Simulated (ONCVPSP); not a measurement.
# An ONCV potential for Ru, from input to tests

Do these settings give a usable potential? It is generated, then checked for transferability, scattering, ghosts and hardness.

Method: ONCVPSP 4.0.1, PBE, scalar-relativistic.

**1. The design**

The settings as typed:

| Quantity | Value |
| --- | --- |
| element | ruthenium (Ru, Z = 44) |
| type | optimised norm-conserving Vanderbilt (ONCV) |
| frozen core | [Ar] 3d10 |
| valence charge | 16 |
| reference configuration | 4s2 4p6 4d7 5s1 |
| partial waves | 4s+5s: rc 1.75 bohr, ncon 4, nbas 8, qcut 7.9 1/bohr, 2 projectors; 4p: rc 1.25 bohr, ncon 5, nbas 8, qcut 7.2 1/bohr, 2 projectors, debl 0.5 Ha; 4d: rc 1.85 bohr, ncon 4, nbas 8, qcut 7.4 1/bohr, 1 projector |
| local potential | polynomial inside 1.20 bohr (lpopt 5, dvloc0 3 Ha) |
| core correction | not asked for |

The nodes and maxima of the atom's own shells, from an earlier all-electron run, set the scale for the radii.

All-electron outer shells of the reference configuration (PBE, scalar-relativistic, ld1.x):

| shell | level (eV) | outermost node (bohr) | outermost maximum (bohr) |
| --- | --- | --- | --- |
| 3d | -273.12 | – | 0.30 |
| 4s | -76.37 | 0.48 | 0.92 |
| 4p | -46.42 | 0.49 | 0.98 |
| 4d | -5.20 | 0.48 | 1.21 |
| 5s | -4.24 | 1.24 | 2.73 |
| 5p | -0.91 | 1.41 | 3.97 |

**2. The generation run**

Ru.dat reads:

```
# ATOM AND REFERENCE CONFIGURATION
# atsym  z   nc   nv     iexc    psfile
  Ru 44.00    6    4        4      upf
#
#   n    l    f
    1    0    2.00
    2    0    2.00
    2    1    6.00
    3    0    2.00
    3    1    6.00
    3    2   10.00
    4    0    2.00
    4    1    6.00
    4    2    7.00
    5    0    1.00
#
# PSEUDOPOTENTIAL AND OPTIMIZATION
# lmax
    2
#
#   l,   rc,      ep,       ncon, nbas, qcut
    0    1.75    0.00    4    8    7.90
    1    1.25    0.00    5    8    7.20
    2    1.85    0.00    4    8    7.40
#
# LOCAL POTENTIAL
# lloc, lpopt,  rc(5),   dvloc0
    4    5    1.20    3.00
#
# VANDERBILT-KLEINMAN-BYLANDER PROJECTORs
# l, nproj, debl
    0    2    3.60
    1    2    0.50
    2    1    1.00
#
# MODEL CORE CHARGE
# icmod, fcfact, rcfact
    0    0.00    0.00
#
# LOG DERIVATIVE ANALYSIS
# epsh1, epsh2, depsh
   -4.00    5.00    0.02
#
# OUTPUT GRID
# rlmax, drl
    6.00    0.01
#
# TEST CONFIGURATIONS
# ncnf
    4
# nvcnf
#   n    l    f
    4
    4    0    2.00
    4    1    6.00
    4    2    7.00
    5    0    0.00
#
    4
    4    0    2.00
    4    1    6.00
    4    2    6.00
    5    0    0.00
#
    4
    4    0    2.00
    4    1    6.00
    4    2    5.00
    5    0    0.00
#
    4
    4    0    2.00
    4    1    6.00
    4    2    6.00
    5    0    1.00
#
```

On the command line:

```console
$ oncvpsp.x < Ru.dat > Ru.out
```

What does the calculation give? Wanted: cutoffs for 1 and 0.1 mHa per electron, occupied waves; bound ghosts; GHOST(+) flags; largest test error; largest phase difference near zero energy, channels read; projector energies reset by the program.

As calculated:

| quantity | value |
| --- | --- |
| cutoffs for 1 and 0.1 mHa per electron, occupied waves | 94 Ha and 121 Ha |
| bound ghosts | none found |
| GHOST(+) flags | none at low energy |
| largest test error (AE − PS) | -2.7 meV, for 4s2 4p6 4d6 5s0 |
| largest phase difference near zero energy, channels read | 0.000 rad |
| projector energies reset by the program | p: -1.706, 0.250 Ha |

**Reading.** By total energies transferability is very good: the largest error is 2.7 meV on 25.5 eV, for 4s2 4p6 4d6 5s0. By its cutoff, 94 Ha for the looser tolerance, it is very hard. At the looser tolerance the 4p wave is the slowest; 4d needs 21 Ha. The program's ghost test flags no bound state. Near zero energy the phases of the channels with partial waves agree within 0.001 rad. All of this concerns the isolated atom, not yet a solid.
